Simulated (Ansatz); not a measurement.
# Sr2Ca: relaxing cell and atoms

Wanted: the geometry at rest of Sr2Ca (a structure type of another compound, with these elements put in), relaxing cell and atoms, and its electronic structure there.

Method: DFT, PBE, no spin polarisation, plane waves, PAW, in Ansatz 0.2.0.

## (1) The cell

Symmetry: P6_422, No. 181, hexagonal system. Conventional cell: a = 5.932 Å, b = 5.932 Å, c = 8.263 Å, α = 90.00°, β = 90.00°, γ = 120.00°. Ca (site symmetry 222) has 10 Sr at 3.26 to 3.47 Å as nearest neighbours. Sr (site symmetry 2) is surrounded by 5 Sr at 3.22 to 3.48 Å and 5 Ca at 3.26 to 3.47 Å.

Its coordinates follow in the input file.

The first density is read from a saved solution for the starting cell.

## (2) The relaxation

input.yaml reads:

```yaml
crystal:
  lattice:
    - [5.931762, 0.0, 0.0]
    - [-2.965881, 5.137062, 0.0]
    - [0.0, 0.0, 8.262714]
  atoms:
    - { symbol: Ca, position: [0.5, 0.5, 0.1667] }
    - { symbol: Ca, position: [0.0, 0.5, 0.83337] }
    - { symbol: Ca, position: [0.5, 0.0, 0.50003] }
    - { symbol: Sr, position: [0.8382, 0.1618, 0.1667] }
    - { symbol: Sr, position: [0.6764, 0.8382, 0.83337] }
    - { symbol: Sr, position: [0.8382, 0.6764, 0.50003] }
    - { symbol: Sr, position: [0.1618, 0.8382, 0.1667] }
    - { symbol: Sr, position: [0.3236, 0.1618, 0.83337] }
    - { symbol: Sr, position: [0.1618, 0.3236, 0.50003] }
  symmetry: { tolerance: 0.0003 }
kpoints:
  mp_grid: { grid: [7, 7, 4], shift: [0, 0, 0] }
magnetization:
  spin_polarized: false
scf:
  occupations: { method: fermi_dirac }
  lower_state_search: "off"
hamiltonian:
  pseudopotentials: { kind: paw }
  xc: pbe
basis:
  ecutwfc: 420
  fft_grid_basis: typed
relax:
  max_steps: 60
  cell: { p_target: 0.0 }
output:
  forces: true
  stress: true
  eigenvalues: true
  bader: true
  populations: true
  elf: true
  write_potential: true
  volumetric_format: npy
  dos:
    e_range: [-12, 8]
    de: 0.05
    projected: { site_lists: { Ca: [Ca], Sr: [Sr] } }
  write_density: true
checkpoint:
  read: saved_state
```

Run with:

```bash
$ ansatz run input.yaml --threads 2 --pin off --max-ram 2560MiB --backend cpu --events-out ev --progress --plain --runs-dir out
```

**Question.** What will these runs give? Wanted: moves; energy gained; largest move; cell; volume; pressure at the end; character; Bader charges.

**Answer**, as computed:

```
                                                 quantity                                                                        value
                                                    moves                                                                            8
                                            energy gained                                                               893.0 meV/atom
                                             largest move                                                                  0.08 Å (Sr)
                     space group (0.01 Å), before / after                                                              P6_422 / P6_422
                                                     cell  a = 7.121 Å, b = 7.121 Å, c = 10.407 Å, α = 90.00°, β = 90.00°, γ = 120.00°
                                                   volume                                                      50.79 Å³/atom (+81.5 %)
                                      pressure at the end                                                                    -0.01 GPa
           formation energy (elements from separate runs)                                                                 0.05 eV/atom
                                                character                                                                        metal
density of states, mean within 0.25 eV of the Fermi level                                                           11 per eV per cell
                                            Bader charges                                                         Ca -0.62, Sr +0.31 e
```

**Reading.** The volume grew by 81.5 %, and the largest move of an atom is 0.08 Å apart from the change of the cell; the energy fell by 893.0 meV per atom. With 12 symmetry operations imposed, the end may be a saddle point towards distortions that break them. It is a metal; within 0.25 eV of the Fermi level the density of states averages 11 per eV per cell. Against the elements' reference phases (Ca fcc, Sr fcc; separate runs with the same functional) the formation energy is 0.05 eV per atom, so at this geometry it is not bound against them. Sr loses most charge (+0.31 e on average) and Ca gains most (-0.62 e).
